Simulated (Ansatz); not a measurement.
# Ba3Sr: energies, forces and stress near the listed structure

How do energy, forces, pressure and gap of Ba3Sr change under moves of single atoms, further strains and shifts, distortions that keep the symmetry, other functionals? Each case is one self-consistent run.

Program: Ansatz 0.2.0. Level of theory: DFT PBEsol, scalar-relativistic, plane waves, PAW, unless a step's input says otherwise. These are calculated values, not measurements.

## Step 1: Starting point

It takes space group Fm-3m (No. 225, cubic). The conventional cell has a = 10.026 Å, b = 10.026 Å, c = 10.026 Å, α = 90.00°, β = 90.00°, γ = 90.00°. Ba (site symmetry -43m) is surrounded by 4 Ba at 4.34 Å and 4 Sr at 4.34 Å. Ba (site symmetry m-3m) is surrounded by 8 Ba at 4.34 Å. Around Sr (site symmetry m-3m) lie 8 Ba at 4.34 Å.

As a file:

```xyz
4
Lattice="0.0000 5.0128 5.0128 5.0128 0.0000 5.0128 5.0128 5.0128 0.0000" Properties=species:S:1:pos:R:3 pbc="T T T"
Ba    2.5064    2.5064    2.5064
Ba    7.5192    7.5192    7.5192
Ba    5.0128    5.0128    5.0128
Sr    0.0000    0.0000    0.0000
```

The structure comes from the Materials Project (structure only).

## Step 2: A single atom displaced

The change: atom 2 (Ba) moved by 0.37 Å.

input.yaml reads:

```yaml
crystal:
  lattice:
    - [0.0, 5.01282112, 5.01282112]
    - [5.01282112, 0.0, 5.01282112]
    - [5.01282112, 5.01282112, 0.0]
  atoms:
    - { symbol: Ba, position: [0.25, 0.25, 0.25] }
    - { symbol: Ba, position: [0.7119974471, 0.74662665, 0.8112130361] }
    - { symbol: Ba, position: [0.5, 0.5, 0.5] }
    - { symbol: Sr, position: [0.0, 0.0, 0.0] }
basis:
  ecutwfc: 420
kpoints:
  mp_grid: { grid: [6, 6, 6] }
hamiltonian:
  xc: pbesol
scf:
  occupations: { method: gaussian, width: 0.1 }
output:
  forces: true
  stress: true
  eigenvalues: true
```

## Step 3: Another functional, on a distorted cell: LDA

input.yaml reads:

```yaml
crystal:
  lattice:
    - [0.0, 5.0875622829, 5.0875622829]
    - [5.0875622829, 0.0, 5.0875622829]
    - [5.0875622829, 5.0875622829, 0.0]
  atoms:
    - { symbol: Ba, position: [0.25, 0.25, 0.25] }
    - { symbol: Ba, position: [0.75, 0.75, 0.75] }
    - { symbol: Ba, position: [0.5, 0.5, 0.5] }
    - { symbol: Sr, position: [0.0, 0.0, 0.0] }
basis:
  ecutwfc: 420
kpoints:
  mp_grid: { grid: [8, 8, 8] }
hamiltonian:
  xc: lda
scf:
  occupations: { method: gaussian, width: 0.1 }
output:
  forces: true
  stress: true
  eigenvalues: true
```

## Step 4: A distortion that keeps the symmetry

input.yaml, as its differences from that of step 3:

```diff
@@ -2,5 +2,5 @@
   lattice:
-    - [0.0, 5.0875622829, 5.0875622829]
-    - [5.0875622829, 0.0, 5.0875622829]
-    - [5.0875622829, 5.0875622829, 0.0]
+    - [0.0, 5.1564885733, 5.1564885733]
+    - [5.1564885733, 0.0, 5.1564885733]
+    - [5.1564885733, 5.1564885733, 0.0]
   atoms:
@@ -15,3 +15,3 @@
 hamiltonian:
-  xc: lda
+  xc: pbesol
 scf:
@@ -22 +22,2 @@
   eigenvalues: true
+  populations: true
```

## Step 5: A change within a subgroup

input.yaml reads:

```yaml
crystal:
  lattice:
    - [0.1002564224, 5.0294135579, 5.0294135579]
    - [5.1296699803, 0.0, 5.1296699803]
    - [5.1296699803, 5.1296699803, 0.0]
  atoms:
    - { symbol: Ba, position: [0.2609015829, 0.246366139, 0.246366139] }
    - { symbol: Ba, position: [0.7293106775, 0.7568964408, 0.7568964408] }
    - { symbol: Ba, position: [0.4875866899, 0.50413777, 0.50413777] }
    - { symbol: Sr, position: [0.0222010497, -0.0074003499, -0.0074003499] }
basis:
  ecutwfc: 420
kpoints:
  mp_grid: { grid: [6, 6, 6] }
hamiltonian:
  xc: pbesol
scf:
  occupations: { method: gaussian, width: 0.1 }
output:
  forces: true
  stress: true
  eigenvalues: true
```

## Step 6: A distortion that keeps the symmetry

input.yaml reads:

```yaml
crystal:
  lattice:
    - [0.0, 4.8688528974, 4.8688528974]
    - [4.8688528974, 0.0, 4.8688528974]
    - [4.8688528974, 4.8688528974, 0.0]
  atoms:
    - { symbol: Ba, position: [0.25, 0.25, 0.25] }
    - { symbol: Ba, position: [0.75, 0.75, 0.75] }
    - { symbol: Ba, position: [0.5, 0.5, 0.5] }
    - { symbol: Sr, position: [0.0, 0.0, 0.0] }
basis:
  ecutwfc: 420
kpoints:
  mp_grid: { grid: [8, 8, 8] }
hamiltonian:
  xc: pbesol
scf:
  occupations: { method: gaussian, width: 0.1 }
output:
  forces: true
  stress: true
  eigenvalues: true
```

## Step 7: A single atom displaced

input.yaml reads:

```yaml
crystal:
  lattice:
    - [0.0, 5.01282112, 5.01282112]
    - [5.01282112, 0.0, 5.01282112]
    - [5.01282112, 5.01282112, 0.0]
  atoms:
    - { symbol: Ba, position: [0.25, 0.25, 0.25] }
    - { symbol: Ba, position: [0.7874040875, 0.7874040875, 0.7125959125] }
    - { symbol: Ba, position: [0.5, 0.5, 0.5] }
    - { symbol: Sr, position: [0.0, 0.0, 0.0] }
basis:
  ecutwfc: 420
kpoints:
  mp_grid: { grid: [6, 6, 6] }
hamiltonian:
  xc: pbesol
scf:
  occupations: { method: gaussian, width: 0.1 }
output:
  forces: true
  stress: true
  eigenvalues: true
```

Q: Predict the outcome of this session. Wanted: for each run, case; energy; pressure; largest force.

As calculated:

| step | case | energy (meV/atom) | pressure (GPa) | largest force (eV/Å) | gap on the mesh (eV) |
| --- | --- | --- | --- | --- | --- |
| 2 | a single atom displaced | +0.0 | -0.8 | 0.52 | 0.00 |
| 3 | another functional, on a distorted cell: LDA | n/a | -1.8 | 0.00 | 0.00 |
| 4 | a distortion that keeps the symmetry | +16.6* | -1.5 | 0.00 | 0.00 |
| 5 | a change within a subgroup | +1.9 | -1.1 | 0.22 | 0.00 |
| 6 | a distortion that keeps the symmetry | -46.0* | -0.2 | 0.00 | 0.00 |
| 7 | a single atom displaced | -0.4 | -0.8 | 0.51 | 0.00 |

Energies are counted from step 2, with the smearing taken to zero; a star marks another k mesh, which can shift energies by itself, so starred rows don't rank against the others. Other atoms or functionals have another zero of energy (n/a). A gap of 0.00 means none on the mesh at this level.

Among the distorted cells of the listed formula and level the largest force, 0.52 eV/Å, acts on Ba2 in step 2. The pressure is -0.2 GPa in the smallest cell and -1.5 GPa in the largest; between them shape and moved atoms count too. The distorted cells of the listed formula and level show no gap on the mesh.
